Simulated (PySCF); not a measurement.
# C6H8ClN: the cost of one run

Computed with PySCF 2.14.0 and routines of our own; the level stands in each step. Atoms count from 0.

### 1 The starting structure

16 atoms, charge 0, multiplicity 1; geometry from: GFN2-xTB.

### 2 Excited states: TDA wB97X-D/def2-SVPD

The job: settings as JSON, then the geometry in Å.

```
{"job": {"kind": "states", "xc": "wB97X-D", "basis": "def2-SVPD", "tda": true, "soc": true, "nstates": 8, "ntriplets": 5, "nquad": 4}, "charge": 0, "multiplicity": 1}
C     -2.275686    -0.486065     0.533415
C     -1.163591     0.480517     0.148003
C      0.038868    -0.236768    -0.460298
Cl    -0.426244    -0.963856    -2.046533
C      1.168156     0.692567    -0.733010
C      2.389119     0.559637    -0.212960
C      2.741405    -0.478780     0.672520
N      3.042141    -1.312962     1.399820
H     -3.116118     0.059193     0.955102
H     -1.920595    -1.200070     1.273161
H     -2.622016    -1.034343    -0.338893
H     -0.815078     1.012959     1.037391
H     -1.538880     1.217388    -0.564851
H      0.355220    -1.069884     0.172912
H      0.953136     1.510268    -1.406991
H      3.182565     1.259143    -0.440199
```

With the program's defaults for keys left out, this is: TDA wB97X-D/def2-SVPD excited states, vertical, gas phase, spin-orbit mean-field couplings.

The run is started by

```sh
$ OMP_NUM_THREADS=1 python excited_run.py task.json out
```

This one command runs all jobs of the session in turn.

Q: Estimate the wall time and peak memory of this first job on 1 thread of Arm Neoverse V2, shared host.

About 57 s, with a peak of 0.96 GiB.
